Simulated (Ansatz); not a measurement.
# C7H14: small, medium and large basis sets

How large a basis does C7H14 need? Two functionals are run in growing sets.

Method: one geometry, several basis sets; program: Ansatz 0.2.0, Gaussian basis.

The runs, in order: PBE0-D4/def2-SVP; ωB97M-V/def2-SVP; PBE0-D4/def2-QZVPP; ωB97M-V/def2-QZVPP; the functionals' def2-TZVPP values are taken from earlier runs.

### Step 1. The relaxed structure

An earlier PBE0-D4 in a triple-zeta def2 set relaxation fixed the geometry.

SMILES `C[C@@H]1CCC[C@H]1C`, 21 atoms, charge 0, spin multiplicity 1.

Atoms are counted from 1 here; the program's logs count them from 0.

Bond lengths: C1–C2 1.515 Å, C1–H8 1.093 Å, C1–H9 1.093 Å, C1–H10 1.095 Å, C2–C3 1.528 Å, C2–C6 1.530 Å, C2–H11 1.100 Å, C3–C4 1.539 Å, C3–H12 1.092 Å, C3–H13 1.096 Å, C4–C5 1.540 Å, C4–H14 1.092 Å, C4–H15 1.092 Å, C5–C6 1.528 Å, C5–H16 1.092 Å, C5–H17 1.096 Å, C6–C7 1.515 Å, C6–H18 1.100 Å and more. Angles: C2–C1–H8 111.3°, C2–C1–H9 111.8°, C2–C1–H10 110.5°, H8–C1–H9 107.5°, H8–C1–H10 107.6°, H9–C1–H10 107.8°, C1–C2–C3 114.1°, C1–C2–C6 115.1°, C1–C2–H11 108.9°, C3–C2–C6 102.7°, C3–C2–H11 108.5°, C6–C2–H11 107.2°, C2–C3–C4 105.6°, C2–C3–H12 112.6°, C2–C3–H13 108.7°, C4–C3–H12 113.0°, C4–C3–H13 110.3°, H12–C3–H13 106.7° and more.

### Step 2. PBE0-D4 in def2-SVP

Contents of in.yaml:

```yaml
crystal:
  periodic: [false, false, false]
  atoms:
    - {symbol: C, position_ang: [1.194582, -1.682899, -0.608633]}
    - {symbol: C, position_ang: [0.040957, -0.730320, -0.372917]}
    - {symbol: C, position_ang: [-0.350412, 0.089599, -1.600874]}
    - {symbol: C, position_ang: [-1.135332, 1.297253, -1.058398]}
    - {symbol: C, position_ang: [-0.860475, 1.322144, 0.456761]}
    - {symbol: C, position_ang: [0.293857, 0.346669, 0.683873]}
    - {symbol: C, position_ang: [0.400793, -0.161006, 2.106820]}
    - {symbol: H, position_ang: [0.962882, -2.399885, -1.400643]}
    - {symbol: H, position_ang: [1.440079, -2.254473, 0.289900]}
    - {symbol: H, position_ang: [2.091336, -1.132611, -0.911546]}
    - {symbol: H, position_ang: [-0.835969, -1.307914, -0.044408]}
    - {symbol: H, position_ang: [-0.915437, -0.493328, -2.331965]}
    - {symbol: H, position_ang: [0.563315, 0.425303, -2.103890]}
    - {symbol: H, position_ang: [-0.813245, 2.222532, -1.540575]}
    - {symbol: H, position_ang: [-2.204474, 1.200611, -1.258780]}
    - {symbol: H, position_ang: [-0.640983, 2.323676, 0.833908]}
    - {symbol: H, position_ang: [-1.737040, 0.963975, 1.007779]}
    - {symbol: H, position_ang: [1.234614, 0.849434, 0.414485]}
    - {symbol: H, position_ang: [-0.512489, -0.691691, 2.394955]}
    - {symbol: H, position_ang: [0.542352, 0.661488, 2.812883]}
    - {symbol: H, position_ang: [1.241108, -0.848557, 2.231244]}
basis:
  gaussian: {orbitals: def2-SVP}
hamiltonian: {xc: pbe0, dispersion: d4}
output: {orbitals: {seedname: orbitals}}
```

Command:

```bash
$ ansatz run in.yaml --threads 2 --pin off --events-out ev --progress --plain --max-ram 32768MiB --backend cpu
```

After this run come: ωB97M-V in def2-SVP; PBE0-D4 in def2-QZVPP; ωB97M-V in def2-QZVPP.

Before running them: what should the planned runs give, taken together? Wanted: PBE0-D4: double and triple zeta above quadruple; ωB97M-V: double and triple zeta above quadruple.

The runs gave:

```
                                       quantity          value
PBE0-D4: double and triple zeta above quadruple  8.35, 0.42 eV
ωB97M-V: double and triple zeta above quadruple  8.85, 0.41 eV
```

In words: PBE0-D4 gains 7.93 eV from double to triple zeta, then 0.42 eV more. Total energies overstate the basis error of differences, where much of it tends to cancel. The LUMO of ωB97M-V is positive and keeps falling with the basis (3.40 to 1.97 eV): an unbound level that the basis holds in place.
